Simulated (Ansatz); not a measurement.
# Ta4NiO11 in Ansatz: the effect of Hubbard term

Crystal: Ta4NiO11.

```
Ta Ni O
1.0
     5.29285   -0.00032   -0.02518
    -0.04190    5.33569    0.02340
    -0.47620   -0.07999    7.89609
Ta Ni O
4 1 11
Direct
  0.52261 0.46364 0.51843
  0.55532 0.53163 0.98083
  0.02338 0.98832 0.50961
  0.04916 0.02484 0.01689
  0.06538 0.57998 0.26898
  0.96711 0.93834 0.23892
  0.21005 0.28324 0.42990
  0.27287 0.71995 0.06145
  0.33888 0.23820 0.03682
  0.30665 0.75341 0.45874
  0.50103 0.44858 0.74991
  0.70564 0.16332 0.48732
  0.73302 0.83358 0.94060
  0.85284 0.36497 0.07896
  0.81889 0.65561 0.47584
  0.07718 0.01239 0.74680
```

The cell was built by a generator and needn't be a form met in nature.

Alike in all runs:

```yaml
Program: Ansatz 0.2.0
Task: projected density of states
Functional: PBE
Potentials_or_basis: Ansatz PAW
Cutoff: "420 eV (not typed: the program's choice for these potentials)"
k_mesh: 5 × 5 × 4
Occupations: fermi-dirac, width 0.05 eV
Spin: collinear spin, ferromagnetic start
Starting_moments: "[0.0, 0.0, 0.0, 0.0, 1.0, 0.0, 0.0, 0.0, 0.0, 0.0, 0.0, 0.0, 0.0, 0.0, 0.0, 0.0] μB"
Hubbard_projectors: ortho-atomic (the default)
Double_counting: fll (the default)
```

Task: One run gave: gap on the mesh 3.45 eV; pressure 3.3 GPa; largest force 0.35 eV/Å. Which Hubbard term did it use?
A. Ni d U = 2 eV, Ta d U = 2 eV
B. Ni d U = 4 eV, Ta d U = 4 eV
C. Ni d U = 8 eV, Ta d U = 8 eV
D. Ni d U = 6 eV, Ta d U = 6 eV

Result: D.

| Hubbard term | gap on the mesh (eV) | pressure (GPa) | largest force (eV/Å) |
| --- | --- | --- | --- |
| Ni d U = 2 eV, Ta d U = 2 eV | 2.17 | 1.0 | 0.12 |
| Ni d U = 4 eV, Ta d U = 4 eV | 2.83 | 2.1 | 0.23 |
| Ni d U = 6 eV, Ta d U = 6 eV | 3.45 | 3.3 | 0.35 |
| Ni d U = 8 eV, Ta d U = 8 eV | 3.59 | 4.7 | 0.47 |

Caveats: the magnetic or orbital state may not be the lowest; odd divisions of the mesh miss points on the zone boundary, where band edges often lie, so the gap on the mesh can be too wide; spin-orbit coupling is left out, which moves the levels of the heavy elements; a cell with one magnetic atom can't hold antiferromagnetic order, which such compounds often take; the density of states is complete only up to the lowest level of the last band computed.

A k mesh can miss the band edges.
